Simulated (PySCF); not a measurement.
# C3H5BF2: the cost of one run

Programs: PySCF 2.14.0, with density-fitted response routines of our own. Each step states its level of theory. These are calculated values for one molecule in the gas phase, unless marked as measured. Atoms are numbered from 0 throughout.

## 1. Starting geometry

11 atoms, charge 0, multiplicity 1; geometry from: GFN2-xTB. The atoms were then displaced at random by about 0.03 Å, so the start is not that level's minimum.

Bonds of the start (Å): F0–B1 1.40, B1–F2 1.31, B1–C3 1.44, C3–C4 1.59, C4–C5 1.47, C5–C3 1.61, C3–H6 1.09, C4–H7 1.03, C4–H8 1.14, C5–H9 1.11, C5–H10 1.10.

## 2. Relaxing the molecule at PBE0-D3(BJ)/def2-SVP

What the job is given:

```
{"job": {"xc": "PBE0", "basis": "def2-SVP", "d3": "d3bj", "grid": 1, "shake": 0.03, "kind": "geom"}, "charge": 0, "multiplicity": 1}
F      2.819220    -0.368680    -0.396440
B      1.595050     0.117060     0.088410
F      1.690050     1.013700     1.035870
C      0.334740    -0.354450    -0.417890
C     -0.957890     0.573000    -0.456210
C     -0.937410    -0.493620     0.557530
H      0.282500    -1.093330    -1.210900
H     -1.575110     0.543420    -1.281150
H     -0.784920     1.615920    -0.017010
H     -0.750970    -0.270200     1.629590
H     -1.606350    -1.362980     0.447160
```

Run with:

```bash
> OMP_NUM_THREADS=1 python probes_run.py task.json out
```

The driver reads the jobs from task.json and runs them one after another.

Q: Estimate the wall time and peak memory of this first job on 1 thread of Arm Neoverse V1, shared host.

About 30 s, with a peak of 0.43 GiB.
